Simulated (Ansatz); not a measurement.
# Si (Si, dhcp): the cost of one run

Method: DFT BLYP, plane waves (420 eV) with PAW, scalar-relativistic; PBE-made PAW files, in Ansatz 0.2.0.

### Step 1. The structure to begin with

The structure is hexagonal, space group P6_3/mmc (No. 194). Conventional cell: a = 2.769 Å, b = 2.769 Å, c = 9.044 Å, α = 90.00°, β = 90.00°, γ = 120.00°. Around Si (site symmetry -3m) lie 12 Si at 2.77 Å. Si (site symmetry -6m2) has 12 Si at 2.77 Å as nearest neighbours.

As a file:

```
Si
1.0
     2.76918    0.00000    0.00000
    -1.38459    2.39818    0.00000
     0.00000    0.00000    9.04413
Si
4
Cartesian
  0.0000 0.0000 0.0000
  0.0000 0.0000 4.5221
  0.0000 1.5988 2.2610
  1.3846 0.7994 6.7831
```

### Step 2. Relaxation of the cell

The input, input.yaml:

```yaml
crystal:
  lattice:
    - [2.7691764586, 0.0, 0.0]
    - [-1.3845882293, 2.3981771607, 0.0]
    - [0.0, 0.0, 9.0441303138]
  atoms:
    - { symbol: Si, position: [0.0, 0.0, 0.0] }
    - { symbol: Si, position: [0.0, 0.0, 0.5] }
    - { symbol: Si, position: [0.3333333333, 0.6666666667, 0.25] }
    - { symbol: Si, position: [0.6666666667, 0.3333333333, 0.75] }
hamiltonian:
  xc: blyp
  pseudopotentials:
    kind: paw
    azcp:
      Si: "pseudopotentials/Si.paw.azcp"
basis:
  ecutwfc: 420
  fft_grid_basis: typed
kpoints:
  mp_grid: { grid: [13, 13, 4], shift: [0, 0, 0] }
magnetization:
  spin_polarized: false
scf:
  occupations: { method: fermi_dirac, width: 0.1 }
relax:
  max_steps: 60
  f_tol: 0.01
  cell: {}
```

**Question.** How long does this run take on 2 threads of an Arm CPU, shared host, and how much memory does it need?

About 12 s, with a peak of 0.36 GiB.
